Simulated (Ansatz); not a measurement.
Runs of Ansatz 0.2.0 on SnTe3. Symmetry: Fm-3m, No. 225, cubic system. The conventional cell has a = 7.722 Å, b = 7.722 Å, c = 7.722 Å, α = 90.00°, β = 90.00°, γ = 90.00°. Te (site symmetry m-3m) is surrounded by 8 Te at 3.34 Å. Around Te (site symmetry -43m) lie 4 Te at 3.34 Å and 4 Sn at 3.34 Å. Sn (site symmetry m-3m) has 8 Te at 3.34 Å as nearest neighbours. The cell comes from a database or a generator and needn't be the stable form of this composition.

```csv
task,level,potentials or basis,cell,cutoff (eV),points for each segment of the path,gap on the mesh (eV),pressure (GPa),V0 of scaled cells (Å³/atom),relaxed volume (Å³/atom),B0 (GPa)
single point,PBEsol,PseudoDojo stringent (PBEsol files),as given,1388,-,none,-2.7,-,-,-
relaxation of cell and atoms,PBEsol+D4,Ansatz PAW,relaxed,420,-,none,0.0,-,26.36,-
single point,PBEsol,Ansatz PAW,as given,420,-,none,(a),-,-,-
equation of state,r2SCAN,Ansatz PAW,as given,500,-,-,-,28.80,-,50
relaxation of cell and atoms,PBEsol+D3(BJ)+ATM,Ansatz PAW,relaxed,420,-,none,0.0,-,25.98,-
band structure,LDA,Ansatz PAW,as given,420,14,none,-3.8,-,-,-
equation of state,PBEsol,Ansatz PAW,as given,420,-,-,-,27.20,-,(b)
relaxation of cell and atoms,PBEsol+D3(BJ),Ansatz PAW,relaxed,420,-,none,0.0,-,25.82,-
relaxation of cell and atoms,PBEsol,Ansatz PAW,relaxed,420,-,none,0.0,-,(c),-
band structure,PBE,Ansatz PAW,as given,420,14,none,0.1,-,-,-
single point,PBEsol,JTH PAW,as given,6600,-,none,-2.7,-,-,-
equation of state,PBE,Ansatz PAW,as given,420,-,-,-,28.87,-,48
```

Alike in all rows: no spin polarisation; k mesh 6 × 6 × 6; smearing fermi-dirac 0.05 eV.

Fill in the values left out.

(a) -2.8; (b) 56; (c) 27.21.

Caveats: the PAW data sets come from PBE, with cores solved anew for the run's functional, which leaves a small shift of forces and pressure (some runs); the plane-wave basis is chosen anew once the cell has moved, so the energies of steps on either side of that aren't comparable (some runs); pairwise dispersion overbinds metals, which lowers pressure and volume (some runs).

A k mesh can miss the band edges, and the runs leave out spin-orbit coupling on Sn, Te.

A gap of «none» marks a metal or a gap under the smearing width.

Not every run made on this cell is shown here.
